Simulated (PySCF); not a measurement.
# Cs2F2 (Cs2(F)2): the cost of one run

Computed with PySCF 2.14.0. Level: several levels, as the steps say, no spin–orbit coupling.

1 further run of the same task is left out (for a known fault of the program).

### 1 The system as given

4 atoms, charge 0, spin multiplicity 1.

Bond lengths: Cs1–F3 2.605 Å, Cs1–F4 2.605 Å, Cs2–F3 2.605 Å, Cs2–F4 2.605 Å. Angles: F3–Cs1–F4 77.3°, F3–Cs2–F4 77.3°, Cs1–F3–Cs2 102.7°, Cs1–F4–Cs2 102.7°.

Geometry (Å):

```xyz
4
Cs2F2
Cs    0.0000    0.0000    2.0347
Cs    0.0000    0.0000   -2.0347
F     1.6273    0.0000    0.0000
F    -1.6273    0.0000    0.0000
```

Formal oxidation states: Cs +1. An earlier session relaxed this geometry at PBE0, Cs def2-SVP with ECP46, F def2-SVP (singlet, point group D2h).

At PBE0 on the finer grid: E = -239.796249 Eh, HOMO -6.46 eV, LUMO -0.46 eV, Mulliken charge on Cs1 +0.58 e, largest force component 0.013 eV/Å. 

Levels to run: BP86; wB97X; r2SCAN; HF; PBE0, TZVP; PBE0, x2c-SVP. Hardware: 2 threads of Intel Xeon Platinum 8488C (Sapphire Rapids), shared host.

### 2 BP86

File run.py (the lines that set the calculation):

```python
mol = gto.M(atom='''
Cs     0.00000     0.00000     2.03471
Cs     0.00000     0.00000    -2.03471
F      1.62733     0.00000     0.00000
F     -1.62733     0.00000     0.00000''',
    basis={'Cs': 'def2-SVP', 'F': 'def2-SVP'},
    ecp={'Cs': 'def2-SVP'},
    charge=0, spin=0)
mf = dft.RKS(mol, xc='B88,P86')
mf.grids.atom_grid = (75, 302)
mf = mf.density_fit()  # fitting sets: Cs def2-universal-JKFIT, F def2-universal-JKFIT
mf.conv_tol = 1e-08; mf.max_cycle = 55
mf.kernel(dm0)  # dm0: the density of the relaxed state
```

Launch:

```sh
OMP_NUM_THREADS=2 python run.py
```

**Question.** How long does this run take on 2 threads of Intel Xeon Platinum 8488C (Sapphire Rapids), shared host?

About 3.3 s.
